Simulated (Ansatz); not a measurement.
# GaH₂O+ (triplet): from Hartree-Fock to the top rungs, cc-pVTZ

The task here is to estimate one member of a computed series from the others.

Program: Ansatz 0.2.0, Gaussian basis. Level of theory: cc-pVTZ, core rule «outside noble gas», up to 15 orbitals frozen. These are calculated values, not measurements.

The runs, in order: UHF; CCSD(T) on ROHF; CCSD(T) on UHF; BCCD(T) on ROHF; CCSDT(Q) on ROHF; CCSDT(Q) on UHF.

13 further runs of the same task are left out: 8 for a known fault of the program, 5 set aside as unsound or not needed.

## The geometry

The geometry is a PBE0/def2-TZVP stationary point (not a proven minimum) of the parent state, kept for this charge and spin. No spin-orbit coupling is included. The filled d shell of Ga may be among the frozen orbitals whatever the setting's name suggests; the logs give the count.

4 atoms, charge 1, spin multiplicity 3.

Atoms are counted from 1 here; the program's logs count them from 0.

Bond lengths: O1–Ga2 1.795 Å, Ga2–H3 1.556 Å, Ga2–H4 1.556 Å. Angles: O1–Ga2–H3 114.9°, O1–Ga2–H4 114.9°, H3–Ga2–H4 130.2°.

Set-up of the first run:

The input, in.yaml:

```yaml
crystal:
  periodic: [false, false, false]
  atoms:
    - {symbol: O, position_ang: [0.000000, 0.000000, 1.482333]}
    - {symbol: Ga, position_ang: [0.000000, 0.000000, -0.312174]}
    - {symbol: H, position_ang: [0.000000, -1.411154, -0.967676]}
    - {symbol: H, position_ang: [0.000000, 1.411154, -0.967676]}
basis:
  gaussian: {orbitals: cc-pVTZ}
total_charge: 1
magnetization: {spin_polarized: true, initial_magnetization: 2}
hamiltonian: {xc: hf}
output: {orbitals: {seedname: orbitals}}
```

Started as:

```
$ ansatz run in.yaml --threads 1 --pin off --events-out ev --progress --plain --max-ram 4096MiB --backend cpu
```

Among the steps run: UHF; CCSD(T) on ROHF; CCSD(T) on UHF; BCCD(T) on ROHF; CCSDT(Q) on ROHF; CCSDT(Q) on UHF.

One of the session's tables, all rows but one given; the rest of the session is left out.

It belongs to the step «Misses and costs». 

| method | from UCCSDT(Q) (meV) |
| --- | --- |
| ROHF | +7182.4 |
| UHF | +6973.6 |
| RMP2 | +1291.3 |
| UMP2 | ? |
| RCCSD | +257.0 |
| UCCSD | +250.0 |
| RCCSD(T) | +70.1 |
| UCCSD(T) | +66.0 |
| BCCD(T) | +53.7 |
| RCCSDT | +15.2 |
| UCCSDT | +11.9 |
| RCCSDT(Q) | +5.4 |
| UCCSDT(Q) | 0 |

**Question.** Estimate the row for UMP2.

The run gave: from UCCSDT(Q) (meV): +1275.5. In the column «from UCCSDT(Q) (meV)» it lies between RCCSD (+257.0) and RMP2 (+1291.3).

Caveats from the session: Restricted and unrestricted rows rest on different reference determinants; where their highest levels disagree by more than a few hundredths of an eV, they describe different states and don't form one ladder.
